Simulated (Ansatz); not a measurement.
**InSe2: convergence and cost**

This session on InSe2 sets out to see how the k-point mesh shifted by half a step moves the results.

Method: DFT PBEsol, scalar-relativistic, plane waves, PAW, in Ansatz 0.2.0.

2 further runs of the same task are left out: 1 for a known fault of the program, 1 set aside as unsound or not needed. Runs told in other sessions of the task aren't counted.

**1. The starting structure**

The structure is tetragonal, space group P4/nmm (No. 129). The conventional cell has a = 3.895 Å, b = 3.895 Å, c = 9.626 Å, α = 90.00°, β = 90.00°, γ = 90.00°. Around In (site symmetry 4mm) lie 4 Se at 2.84 Å. Se (site symmetry 4mm) is surrounded by 4 In at 2.84 Å. Se (site symmetry -4m2) has 4 Se at 2.75 Å in its first shell of neighbours.

Coordinates:

```cif
data_structure
_symmetry_space_group_name_H-M 'P 1'
_symmetry_Int_Tables_number 1
_cell_length_a 3.8949
_cell_length_b 3.8949
_cell_length_c 9.6262
_cell_angle_alpha 90.000
_cell_angle_beta 90.000
_cell_angle_gamma 90.000
_cell_volume 146.03
loop_
_atom_site_label
_atom_site_type_symbol
_atom_site_fract_x
_atom_site_fract_y
_atom_site_fract_z
_atom_site_occupancy
In1 In 0.00000 0.50000 0.70647 1
In2 In 0.50000 0.00000 0.29353 1
Se1 Se 0.00000 0.50000 0.36621 1
Se2 Se 0.50000 0.00000 0.63379 1
Se3 Se 0.00000 0.00000 0.00000 1
Se4 Se 0.50000 0.50000 0.00000 1
```

Source of the structure: the Materials Project (structure only). It is taken as it stands there.

**2. The base input**

Input file input.yaml:

```yaml
crystal:
  lattice:
    - [3.894893, 0.0, 0.0]
    - [0.0, 3.894893, 0.0]
    - [0.0, 0.0, 9.626231]
  atoms:
    - { symbol: In, position: [0.0, 0.5, 0.706468] }
    - { symbol: In, position: [0.5, 0.0, 0.293532] }
    - { symbol: Se, position: [0.0, 0.5, 0.366212] }
    - { symbol: Se, position: [0.5, 0.0, 0.633788] }
    - { symbol: Se, position: [0.0, 0.0, 0.0] }
    - { symbol: Se, position: [0.5, 0.5, 0.0] }
basis:
  ecutwfc: 420
kpoints:
  mp_grid: { grid: [10, 10, 4] }
hamiltonian:
  xc: pbesol
scf:
  occupations: { method: gaussian, width: 0.1 }
output:
  forces: true
  stress: true
  eigenvalues: true
  populations: true
  write_density: true
  write_potential: true
  elf: true
  volumetric_format: npy
```

Its results, from an earlier run: -5458.1500 eV/atom at zero smearing, pressure -3.35 GPa, largest force 0.102 eV/Å, no gap on the mesh, in 9 SCF cycles and 78 s.

**3. K-point mesh shifted by half a step set to 6×6×2**

Input file input.yaml:

```yaml
crystal:
  lattice:
    - [3.894893, 0.0, 0.0]
    - [0.0, 3.894893, 0.0]
    - [0.0, 0.0, 9.626231]
  atoms:
    - { symbol: In, position: [0.0, 0.5, 0.706468] }
    - { symbol: In, position: [0.5, 0.0, 0.293532] }
    - { symbol: Se, position: [0.0, 0.5, 0.366212] }
    - { symbol: Se, position: [0.5, 0.0, 0.633788] }
    - { symbol: Se, position: [0.0, 0.0, 0.0] }
    - { symbol: Se, position: [0.5, 0.5, 0.0] }
basis:
  ecutwfc: 420
kpoints:
  mp_grid: { grid: [6, 6, 2], shift: [0.5, 0.5, 0.5] }
hamiltonian:
  xc: pbesol
scf:
  occupations: { method: gaussian, width: 0.1 }
output:
  forces: true
  stress: true
  eigenvalues: true
```

Run with:

```console
$ ansatz run input.yaml --threads 1 --pin off --max-ram 2560MiB --backend cpu --events-out ev --progress --plain --runs-dir out
```

**4. K-point mesh shifted by half a step: 6×6×4**

input.yaml, as its differences from that of step 3:

```diff
@@ -15,3 +15,3 @@
 kpoints:
-  mp_grid: { grid: [6, 6, 2], shift: [0.5, 0.5, 0.5] }
+  mp_grid: { grid: [6, 6, 4], shift: [0.5, 0.5, 0.5] }
 hamiltonian:
```

**5. K-point mesh shifted by half a step: 8×8×4**

input.yaml, as its differences from that of step 4:

```diff
@@ -15,3 +15,3 @@
 kpoints:
-  mp_grid: { grid: [6, 6, 4], shift: [0.5, 0.5, 0.5] }
+  mp_grid: { grid: [8, 8, 4], shift: [0.5, 0.5, 0.5] }
 hamiltonian:
```

(Steps that only read results are left out.)

Q: Predict the outcome of the series: the values and the trend.

The runs gave:

| quantity | value |
| --- | --- |
| largest energy shift, k-point mesh shifted by half a step | 10.1 meV/atom at 6×6×4 |

In words: The densest shifted mesh lands 4.73 meV/atom from the base run. The final runs have no spin polarisation, so a magnetic state may lie lower.
